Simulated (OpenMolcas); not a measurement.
# Pm³⁺ among point charges: CASSCF levels and susceptibility

Aim: the splitting of the states of Pm³⁺ in the field of 6 point charges, its lowest levels with spin-orbit coupling and its magnetic susceptibility.

Method: state-averaged CASSCF, spin-orbit coupling by RASSI with atomic mean-field integrals. Code: OpenMolcas 26.06.

### 1 The system

| Quantity | Value |
| --- | --- |
| Species | Pm³⁺ (promethium, Z = 61, 58 electrons) |
| Basis | ANO-RCC-VTZP [8s7p5d3f2g1h], 104 functions |
| Scalar Hamiltonian | DKH2, point nucleus |
| Inactive shells | 1s 2s 2p 3s 3p 3d 4s 4p 4d 5s 5p |
| Active space | 4 electrons in 7 orbitals (4f) |
| Some configurations of this space | 4f⁴ |
| Orbitals | optimised for the highest spin of each parity, averaged over all roots |

The outer shells:

4f4
```
4f [↑ ][↑ ][↑ ][↑ ][  ][  ][  ]
```

The ion sits among 6 point charges of -1.5 e arranged as a trigonal prism (D3h), 2.23 Å from the ion.

Each step is its own input file, run in one work folder so that later steps find the files of earlier ones. Labels, J, g values, rates, χT and fits are worked out afterwards by a script from the matrices that RASSI stores.

### 2 One- and two-electron integrals

Input file a.inp:

```
&GATEWAY
Coord
1

Pm 0.0 0.0 0.0
Basis=ANO-RCC-VTZP
Group=NoSym
NoMove
AngMom=0.0 0.0 0.0
AMFI
XField
6 Angstrom 0
1.685553 0.000000 1.460072 -1.500000
-0.842777 1.459732 1.460072 -1.500000
-0.842777 -1.459732 1.460072 -1.500000
1.685553 0.000000 -1.460072 -1.500000
-0.842777 1.459732 -1.460072 -1.500000
-0.842777 -1.459732 -1.460072 -1.500000
&SEWARD
```

Launch:

```sh
OMP_NUM_THREADS=1 MOLCAS_MEM=2252 MOLCAS_PROJECT=a pymolcas a.inp > a.log
```

### 3 CASSCF: quintets, 35 roots

Input file a.inp:

```
&RASSCF
FileOrb=start.orb
Symmetry=1
Spin=5
nActEl=4 0 0
Inactive=27
Ras2=7
CIRoot=35 35 1
SDav=35
CIMx=300
Iter=120 100
PrWF=0.3
OrbListing=Nothing
MaxOrb=0
>>> COPY $Project.JobIph JOB001
```

start.orb holds the contracted functions of the basis, ordered by shell, or the orbitals of the step before.

### 4 Reference wave functions, triplets, 162 roots

Input file a.inp:

```
&RASSCF
FileOrb=start.orb
Symmetry=1
Spin=3
nActEl=4 0 0
Inactive=27
Ras2=7
CIRoot=162 162 1
SDav=210
CIMx=300
Iter=120 100
PrWF=0.3
OrbListing=Nothing
MaxOrb=0
CIOnly
>>> COPY $Project.JobIph JOB002
```

### 5 CASSCF: singlets, 162 roots

Input file a.inp:

```
&RASSCF
FileOrb=start.orb
Symmetry=1
Spin=1
nActEl=4 0 0
Inactive=27
Ras2=7
CIRoot=162 162 1
SDav=196
CIMx=300
Iter=120 100
PrWF=0.3
OrbListing=Nothing
MaxOrb=0
CIOnly
>>> COPY $Project.JobIph JOB003
```

### 6 RASSI: spin-orbit coupling between the states

Input file a.inp:

```
&RASSI
NrOfJobIphs=3 33 106 31
1 2 3 4 5 6 7 8 9 10 11 12 13 14 15 16 17 18 19 20 21 22 23 24 25 26 27
28 29 30 31 32 33
1 2 3 4 5 6 7 8 9 10 11 12 13 14 15 16 17 18 19 20 21 22 23 24 25 26 27
28 29 30 31 32 33 34 35 36 37 38 39 40 41 42 43 44 45 46 47 48 49 50 51
52 53 54 55 56 57 58 59 60 61 62 63 64 65 66 67 68 69 70 71 72 73 74 75
76 77 78 79 80 81 82 83 84 85 86 87 88 89 90 91 92 93 94 95 96 97 98 99
100 101 102 103 104 105 106
1 2 3 4 5 6 7 8 9 10 11 12 13 14 15 16 17 18 19 20 21 22 23 24 25 26 27
28 29 30 31
IphNames
JOB001
JOB002
JOB003
EJob
SpinOrbit
DIPRint=1.0
SOCoupling=1000.0
Subsets=2
Property=9
'ANGMOM' 1 'ANGMOM' 2 'ANGMOM' 3 'MLTPL  1' 1 'MLTPL  1' 2 'MLTPL  1' 3
'AMFI' 1 'AMFI' 2 'AMFI' 3
SOProperty=3
'ANGMOM' 1 'ANGMOM' 2 'ANGMOM' 3
```

What does the calculation give? Wanted: spin-free ground state; first state of the same spin within the active space; lowest level; next level.

As calculated:

| quantity | value |
| --- | --- |
| method | CASSCF |
| spin-free ground state | 5A1, 1-fold in its orbital part |
| first state of the same spin within the active space | 5E at 40.9 cm⁻¹ |
| lowest level | 1-fold A1 |
| next level | 66.6 cm⁻¹ |
| χT at 300 K | 0.96 cm³ K/mol |
| effective moment at 300 K | 2.77 μB |

**Reading.** The spin-free ground state (5A1) comes to 100 % from free-ion I terms and keeps the highest spin of the shell. The triplets, singlets rest on orbitals optimised for another spin in at least one step, which raises them against the optimised states. Not all states of the active space went into the spin-orbit step. High states of lower spin are left out of the spin-orbit mixing, and CASSCF puts spin-flip levels too high. Point charges carry no covalency, so the field is a model and not that of real ligands.
